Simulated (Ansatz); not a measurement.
**AlGaHCl (singlet): from Hartree-Fock to the top rungs at a displaced geometry (v2), cc-pVDZ**

One table from this session's results is given with a row withheld; the runs are named, their logs left out.

Computed with Ansatz 0.2.0, Gaussian basis. Level: cc-pVDZ, core rule «outside noble gas», up to 24 orbitals frozen.

The runs, in order: UHF; CCSD(T) on RHF; CCSD(T) on UHF; BCCD(T) on RHF; CISD; CCSDT(Q) on RHF; CCSDT(Q) on UHF; CASSCF and MRCISD+Q, 8 electrons in 8 orbitals; CASSCF and NEVPT2, 8 electrons in 8 orbitals.

13 further runs of the same task are left out: 9 that didn't finish, 4 set aside as unsound or not needed.

### The geometry

The geometry is a PBE0/def2-TZVP stationary point (not a proven minimum) with its atoms shifted at random (size 0.100 Å). No spin-orbit coupling is included. The filled d shell of Ga may be among the frozen orbitals whatever the setting's name suggests; the logs give the count.

4 atoms, charge 0, spin multiplicity 1.

Atoms are counted from 1 here; the program's logs count them from 0.

Bond lengths: Al1–Ga2 2.674 Å, Al1–H4 1.708 Å, Ga2–Cl3 2.186 Å. Angles: Ga2–Al1–H4 48.4°, Al1–Ga2–Cl3 148.1°.

Set-up of the first run:

in.yaml reads:

```yaml
crystal:
  periodic: [false, false, false]
  atoms:
    - {symbol: Al, position_ang: [0.109860, 0.328749, 2.611028]}
    - {symbol: Ga, position_ang: [-0.055014, -0.317004, 0.021528]}
    - {symbol: Cl, position_ang: [0.021606, 0.336490, -2.063621]}
    - {symbol: H, position_ang: [0.104715, 1.292507, 1.201453]}
basis:
  gaussian: {orbitals: cc-pVDZ}
magnetization: {spin_polarized: true, initial_magnetization: 0}
hamiltonian: {xc: hf}
output: {orbitals: {seedname: orbitals}}
```

On the command line:

```sh
$ ansatz run in.yaml --threads 1 --pin off --events-out ev --progress --plain --max-ram 2393MiB
```

Among the steps run: UHF; CCSD(T) on RHF; CCSD(T) on UHF; BCCD(T) on RHF; CISD; CCSDT(Q) on RHF; CCSDT(Q) on UHF; CASSCF and MRCISD+Q, 8 electrons in 8 orbitals; CASSCF and NEVPT2, 8 electrons in 8 orbitals.

One of the session's tables, all rows but one given; the rest of the session is left out.

```
           method  from RCCSDT(Q) (kcal/mol)
              RHF                    +182.93
              UHF                    +182.75
             RMP2                     +31.17
            RCCSD                      +6.23
         RCCSD(T)                      +1.23
          BCCD(T)                      +1.19
           RCCSDT                      +0.44
        RCCSDT(Q)                          0
  CASSCF frontier                          ?
  NEVPT2 frontier                     +27.17
  MRCISD frontier                     +16.39
MRCISD+Q frontier                      +2.44
```

Estimate the missing values for CASSCF frontier.

The run gave: from RCCSDT(Q) (kcal/mol): +147.81. In the column «from RCCSDT(Q) (kcal/mol)» it lies between RMP2 (+31.17) and UHF (+182.75).

Not comparable, so not listed: CCSD(T) on UHF; CCSDT(Q) on UHF (they don't share determinant, frozen orbitals or solution with the rows shown, or repeat one).

Caveats from the session: Warnings: restricted reference is unstable; spin contamination.
